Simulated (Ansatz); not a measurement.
**Si₄GeH₁₂: basis-set convergence**

An exercise on one series of results from a longer session: the logs are not shown, and one member is left open.

Computed with Ansatz 0.2.0, Gaussian basis. Level: one geometry, several basis sets.

Plan: PBE0-D4/def2-SVP; ωB97M-V/def2-SVP; PBE0-D4/def2-QZVPP; ωB97M-V/def2-QZVPP; the functionals' def2-TZVPP values are taken from earlier runs.

### The geometry

An earlier PBE0-D4 in a triple-zeta def2 set relaxation fixed the geometry.

SMILES `[SiH3][Ge]([SiH3])([SiH3])[SiH3]`, 17 atoms, charge 0, spin multiplicity 1.

Atoms are counted from 1 here; the program's logs count them from 0.

Bond lengths: Si1–Ge2 2.378 Å, Si1–H6 1.487 Å, Si1–H7 1.487 Å, Si1–H8 1.487 Å, Ge2–Si3 2.378 Å, Ge2–Si4 2.377 Å, Ge2–Si5 2.378 Å, Si3–H9 1.487 Å, Si3–H10 1.487 Å, Si3–H11 1.487 Å, Si4–H12 1.487 Å, Si4–H13 1.487 Å, Si4–H14 1.487 Å, Si5–H15 1.487 Å, Si5–H16 1.487 Å, Si5–H17 1.487 Å. Angles: Ge2–Si1–H6 110.1°, Ge2–Si1–H7 110.2°, Ge2–Si1–H8 110.2°, H6–Si1–H7 108.8°, H6–Si1–H8 108.8°, H7–Si1–H8 108.8°, Si1–Ge2–Si3 109.5°, Si1–Ge2–Si4 109.6°, Si1–Ge2–Si5 109.4°, Si3–Ge2–Si4 109.7°, Si3–Ge2–Si5 109.3°, Si4–Ge2–Si5 109.3°, Ge2–Si3–H9 110.1°, Ge2–Si3–H10 110.0°, Ge2–Si3–H11 110.2°, H9–Si3–H10 108.8°, H9–Si3–H11 108.8°, H10–Si3–H11 108.8° and more.

The first run:

Contents of in.yaml:

```yaml
crystal:
  periodic: [false, false, false]
  atoms:
    - {symbol: Si, position_ang: [-0.361545, 1.251686, -1.987205]}
    - {symbol: Ge, position_ang: [0.001100, -0.002923, -0.000426]}
    - {symbol: Si, position_ang: [2.269336, 0.221562, 0.676019]}
    - {symbol: Si, position_ang: [-0.492080, -2.293651, -0.402570]}
    - {symbol: Si, position_ang: [-1.418766, 0.818196, 1.721103]}
    - {symbol: H, position_ang: [-0.066044, 2.688956, -1.743954]}
    - {symbol: H, position_ang: [0.524273, 0.757867, -3.075154]}
    - {symbol: H, position_ang: [-1.776920, 1.121020, -2.425200]}
    - {symbol: H, position_ang: [2.510438, -0.551732, 1.923438]}
    - {symbol: H, position_ang: [2.586224, 1.652329, 0.930569]}
    - {symbol: H, position_ang: [3.176319, -0.288152, -0.386862]}
    - {symbol: H, position_ang: [-0.253853, -3.091998, 0.829535]}
    - {symbol: H, position_ang: [0.372160, -2.822861, -1.491198]}
    - {symbol: H, position_ang: [-1.916062, -2.446102, -0.804181]}
    - {symbol: H, position_ang: [-2.844299, 0.676309, 1.321139]}
    - {symbol: H, position_ang: [-1.195353, 0.053731, 2.977269]}
    - {symbol: H, position_ang: [-1.133830, 2.255263, 1.977779]}
basis:
  gaussian: {orbitals: def2-SVP}
hamiltonian: {xc: pbe0, dispersion: d4}
output: {orbitals: {seedname: orbitals}}
```

Command:

```
$ ansatz run in.yaml --threads 2 --pin off --events-out ev --progress --plain --max-ram 22528MiB --backend cpu
```

Steps of the session up to this table: PBE0-D4 in def2-SVP; ωB97M-V in def2-SVP; PBE0-D4 in def2-QZVPP; ωB97M-V in def2-QZVPP.

One of the session's tables, all rows but one given; the rest of the session is left out.

```
functional       basis  HOMO (eV)  LUMO (eV)
   PBE0-D4    def2-SVP      -7.94       0.04
   PBE0-D4  def2-TZVPP          ?          ?
   PBE0-D4  def2-QZVPP      -7.89      -0.37
   ωB97M-V    def2-SVP      -9.84       1.82
   ωB97M-V  def2-TZVPP      -9.84       1.30
   ωB97M-V  def2-QZVPP      -9.83       1.08
```

Estimate the missing values for PBE0-D4, def2-TZVPP.

As computed: HOMO (eV): -7.90; LUMO (eV): -0.29. In the column «HOMO (eV)» it lies between PBE0-D4, def2-SVP (-7.94) and PBE0-D4, def2-QZVPP (-7.89).
